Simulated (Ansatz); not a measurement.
# PbSSe: the cell at several levels of theory

The task here is to estimate one member of a computed series from the others.

Code: Ansatz 0.2.0. PAW datasets, plane waves, zero pressure. These are computed values for a spin-unpolarised cell that may be hypothetical; none is a measurement.

## The system as given

The sheet's in-plane cell has a = 3.896 Å, b = 3.896 Å (γ = 120.0°), and its outermost atoms lie 3.17 Å apart along the normal. Near Pb stand 3 S at 2.75 Å and 3 Se at 2.75 Å; near S stand 3 Pb at 2.75 Å; near Se stand 3 Pb at 2.75 Å.

Coordinates:

```
CELL_PARAMETERS angstrom
3.89551 0.00000 0.00000
-1.94776 3.37361 0.00000
0.00000 0.00000 18.00000
ATOMIC_POSITIONS crystal
Pb 0.00000 0.00000 0.50000
S 0.33333 0.66667 0.58794
Se 0.66667 0.33333 0.41206
```
Periodic in the plane only; c spans the vacuum.

Set-up of the first run:

File input.yaml:

```yaml
crystal:
  lattice:
    - [3.89551369, 0.0, 0.0]
    - [-1.947756845, 3.3736138163, 0.0]
    - [0.0, 0.0, 18.0]
  atoms:
    - { symbol: Pb, position: [0.0, 0.0, 0.5] }
    - { symbol: S, position: [0.3333333333, 0.6666666667, 0.5879386306] }
    - { symbol: Se, position: [0.6666666667, 0.3333333333, 0.4120613694] }
  periodic: [true, true, false]
kpoints:
  mp_grid: { grid: [12, 12, 1] }
hamiltonian:
  xc: pbe
scf:
  occupations: { method: fermi_dirac, width: 0.02 }
relax:
  f_tol: 0.005
  cell: {}
```

Run with:

```sh
$ ansatz run input.yaml --threads 4 --pin off --max-ram 5529MiB --backend cpu --events-out ev --progress --plain --runs-dir out
```

Steps of the session up to this table: Relaxation with PBE; r2SCAN: cell and atoms; Relaxing with PBEsol; Relaxation with LDA; Relaxation with HSE06.

One table of the session follows, with a row left open; its other results are not shown here.

```
 level  a (Å)  area (Å²/atom)
   PBE      ?               ?
r2SCAN  3.894           4.377
PBEsol  3.854           4.289
   LDA  3.817           4.206
 HSE06  3.882           4.350
```

**Question.** Estimate the row for PBE.

The run gave: a (Å): 3.932; area (Å²/atom): 4.463. In the column «a (Å)» it is the highest.

What this shows: From the start to the first minimum the area moved by +1.9 %. The area runs from LDA (least) to PBE (most), a spread of 6.1 %, or 3.0 % in length if all axes shared it alike. The meshes differ: PBE 12×12×1, r2SCAN 12×12×1, PBEsol 12×12×1, LDA 12×12×1, HSE06 6×6×1.

Caveats from the session: Warnings in the runs' records: slab cell height set, xc potential rough in thin density.
